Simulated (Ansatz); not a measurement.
# SrHgN: the cost of one run

Method: DFT PBE, scalar-relativistic, plane waves, PAW, in Ansatz 0.2.0.

## Step 1: Starting point

It takes space group P4/nmm (No. 129, tetragonal). The conventional cell has a = 4.478 Å, b = 4.478 Å, c = 6.405 Å, α = 90.00°, β = 90.00°, γ = 90.00°. Around Sr (site symmetry 4mm) lie 4 Hg at 2.65 Å and 4 N at 2.86 Å. Around Hg (site symmetry -4m2) lie 4 Sr at 2.65 Å and 4 Hg at 3.17 Å and 2 N at 3.20 Å. Around N (site symmetry -4m2) lie 4 Sr at 2.86 Å and 2 Hg at 3.20 Å.

As a file:

```cif
data_structure
_symmetry_space_group_name_H-M 'P 1'
_symmetry_Int_Tables_number 1
_cell_length_a 4.4777
_cell_length_b 4.4777
_cell_length_c 6.4051
_cell_angle_alpha 90.000
_cell_angle_beta 90.000
_cell_angle_gamma 90.000
_cell_volume 128.42
loop_
_atom_site_label
_atom_site_type_symbol
_atom_site_fract_x
_atom_site_fract_y
_atom_site_fract_z
_atom_site_occupancy
Sr1 Sr 0.00000 0.50000 0.77800 1
Sr2 Sr 0.50000 0.00000 0.22200 1
Hg1 Hg 0.00000 0.00000 0.00000 1
Hg2 Hg 0.50000 0.50000 0.00000 1
N1 N 0.00000 0.00000 0.50000 1
N2 N 0.50000 0.50000 0.50000 1
```

Recipe of the guess: species swapped into a database cell of LaOF (P4/nmm, No. 129), with Sr on the La sites, N on the O sites and Hg on the F sites. Lengths come from tabulated atomic sizes and are only a guess.

## Step 2: Probe: one point on a coarse mesh

input.yaml

```yaml
crystal:
  lattice:
    - [4.47767839, 0.0, 0.0]
    - [0.0, 4.47767839, 0.0]
    - [0.0, 0.0, 6.40512698]
  atoms:
    - { symbol: Sr, position: [0.0, 0.5, 0.778] }
    - { symbol: Sr, position: [0.5, 0.0, 0.222] }
    - { symbol: Hg, position: [0.0, 0.0, 0.0] }
    - { symbol: Hg, position: [0.5, 0.5, 0.0] }
    - { symbol: "N", position: [0.0, 0.0, 0.5] }
    - { symbol: "N", position: [0.5, 0.5, 0.5] }
basis:
  ecutwfc: 420
kpoints:
  mp_grid: { grid: [4, 4, 4] }
hamiltonian:
  xc: pbe
scf:
  occupations: { method: gaussian, width: 0.1 }
  lower_state_search: "off"
output:
  forces: true
  stress: true
  eigenvalues: true
```

On the command line:

```console
> ansatz run input.yaml --threads 1 --pin off --max-ram 2560MiB --backend cpu --events-out ev --progress --plain --runs-dir out
```

**Question.** How long does this run take on 1 thread of Arm Neoverse V2, shared host, and how much memory does it need?

About 4.8 s, with a peak of 0.39 GiB.
